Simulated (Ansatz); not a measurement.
Crystal: AlFe.

```xyz
2
Lattice="2.9100 0.0000 0.0000 0.0000 2.9100 0.0000 0.0000 0.0000 2.9100" Properties=species:S:1:pos:R:3 pbc="T T T"
Fe    1.4550    1.4550    1.4550
Al    0.0000    0.0000    0.0000
```

```yaml
Program: Ansatz 0.2.0
Task: relaxation of cell and atoms
Functional: BLYP
Dispersion: D4
Potentials_or_basis: Ansatz PAW
Cutoff: "420 eV (not typed: the program's choice for these potentials)"
k_mesh: 9 × 9 × 9
Occupations: fermi-dirac, width 0.05 eV
Spin: collinear spin, ferromagnetic start
Starting_moments: "[3.0, 0.0] μB"
```

At the start: volume 12.32 Å³/atom.

How do energy, volume and symmetry change on relaxing?

It ends after 7 steps and the volume is 11.45 Å³/atom (-7.0 %); space group Pm-3m (No. 221, to 0.05 Å); moment 0.53 μB per cell.

Step by step:
```csv
step,energy change (eV),largest force (eV/Å),volume (Å³)
1,0.0000,0.0000,24.64
2,-0.0598,0.0000,23.47
3,-0.0676,0.0000,22.85
4,-0.0677,0.0000,22.92
5,-0.0669,0.0000,22.92
6,-0.0669,0.0000,22.91
7,-0.0669,0.0000,22.91
```

Final structure:
```xyz
2
Lattice="2.8401 0.0000 0.0000 0.0000 2.8401 0.0000 0.0000 0.0000 2.8401" Properties=species:S:1:pos:R:3 pbc="T T T"
Fe    1.4200    1.4200    1.4200
Al    0.0000    0.0000    0.0000
```

Caveat: the plane-wave basis is chosen anew once the cell has moved, so the energies of steps on either side of that aren't comparable; the PAW data sets come from PBE, with cores solved anew for the run's functional, which leaves a small shift of forces and pressure.
